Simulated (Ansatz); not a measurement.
Ti3Se:

```
Se Ti
1.0
     3.19745    0.00000    0.00000
    -1.59872    2.76907    0.00000
     0.00000    0.00000    7.94275
Se Ti
1 3
Direct
  0.00000 0.00000 0.00000
  0.66667 0.33333 0.50000
  0.33333 0.66667 0.77290
  0.33333 0.66667 0.22710
```

The cell comes from a database or a generator and needn't be the stable form of this composition.

Program: Ansatz 0.2.0. Alike in all runs: potentials or basis all-electron LAPW, scalar-relativistic; no spin polarisation; cell as given; k mesh 10 × 10 × 4; smearing fermi-dirac 0.05 eV.

Task: Order these runs on this cell by their pressure, lowest first.
A. level PBEsol; cutoff (eV) 266; basis error allowed 0.001 eV/atom
B. level LDA; cutoff (eV) 244; basis error allowed 0.002 eV/atom
C. level PBE; cutoff (eV) 245; basis error allowed 0.002 eV/atom

Result: B (-8.0 GPa), A (-4.5 GPa), C (0.1 GPa).

Not every run made on this cell is shown here.
